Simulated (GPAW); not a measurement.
Runs of GPAW 26.7.0 on HPbNO4. The typed cell holds 7 atoms: a = 3.858 Å, b = 5.535 Å, c = 6.055 Å, α = 106.62°, β = 93.97°, γ = 90.45°. The cell was built by a generator and needn't be a form met in nature.

```csv
task,level,k mesh,ranks,k mesh for the DOS,dos width,older calculator (legacy_gpaw),gap on the mesh (eV),pressure (GPa),largest force (eV/Å)
single point,PBE,4 × 3 × 3,-,-,-,-,3.22,-0.3,0.13
electrostatic potential,PBE,5 × 4 × 4,8,-,-,-,3.13,-0.3,0.13
single point,PBE+D4,4 × 3 × 3,-,-,-,-,3.22,(a),0.12
density of states,PBE,5 × 4 × 4,8,7 × 6 × 6,0.1 eV,-,3.13,-0.3,0.13
atomic charges,PBE,5 × 4 × 4,8,-,-,yes,3.13,-0.3,0.13
single point,PBE+D3,4 × 3 × 3,-,-,-,-,3.22,-0.7,0.12
```

Alike in all rows: potentials or basis GPAW PAW data sets (gpaw-data 1.2.1), pw; no spin polarisation; cell as given; cutoff (eV) 800; smearing fermi-dirac 0.05 eV.

Fill in the values left out.

(a) -1.1.

Caveats: spin-orbit coupling is left out, which as a rule narrows the gap of such compounds by several tenths of an eV; an odd mesh through Γ misses points on the zone boundary, where band edges often lie.

A k mesh can miss the band edges, and the runs leave out spin-orbit coupling on Pb.
